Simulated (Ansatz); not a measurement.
Write the native input for Ansatz 0.2.0 that does the following.

- Task: single point
- Functional: PBE
- Potentials or basis: JTH PAW
- Cutoff: 2400 eV (not typed: the program's choice for these potentials)
- k mesh: 11 × 11 × 3
- Occupations: fermi-dirac, width 0.05 eV
- Spin: collinear spin, ferromagnetic start
- Starting moments: [1.0, 1.0, 0.0, 0.6, 0.0] μB

NiMoIrPdW:

```xyz
5
Lattice="2.3446 -1.4314 0.0091 2.3446 1.4314 0.0091 -2.2060 0.0000 10.9237" Properties=species:S:1:pos:R:3 pbc="T T T"
Ni    1.6857    0.0000    3.2343
Mo   -0.5221    0.0000    9.9690
Pd    0.0775    0.0000    5.3638
Ir    3.2778    0.0000    1.1936
W     1.6891    0.0000    7.5942
```

The cell was built by a generator and needn't be a form met in nature.

The input as run:

input.yaml

```yaml
crystal:
  lattice:
    - [2.3446, -1.43138, 0.00906]
    - [2.3446, 1.43138, 0.00906]
    - [-2.206, 0.0, 10.92374]
  atoms:
    - { symbol: Ni, position: [0.49838, 0.49838, 0.29525], spin: 1.0 }
    - { symbol: Mo, position: [0.31773, 0.31773, 0.91207], spin: 1.0 }
    - { symbol: Pd, position: [0.24733, 0.24733, 0.49061] }
    - { symbol: Ir, position: [0.74982, 0.74982, 0.10802], spin: 0.6 }
    - { symbol: W, position: [0.68673, 0.68673, 0.69406] }
hamiltonian:
  xc: pbe
  pseudopotentials: { kind: paw, source: jth }
magnetization:
  spin_polarized: true
kpoints:
  mp_grid: { grid: [11, 11, 3] }
scf:
  occupations: { method: fermi_dirac, width: 0.05 }
output:
  forces: true
  stress: true
  eigenvalues: true
```

Potentials or basis: JTH PAW.

Launch:

```sh
$ ansatz run input.yaml --threads 8 --pin off --max-ram 20480MiB --backend cpu --events-out ev --progress --plain --runs-dir out
```

Results of the run:

```
Pressure               : 0.2 GPa
Largest force          : 0.083 eV/Å
Band gap on the k mesh : none (metal or under the smearing width)
Net moment             : 0.00 μB per cell
Absolute moment        : 0.00 μB per cell
```

Caveat: the starting moments weren't kept.

It took 3.6 min on 8 threads of Arm Neoverse V2 (shared host), peak memory 6.6 GiB.
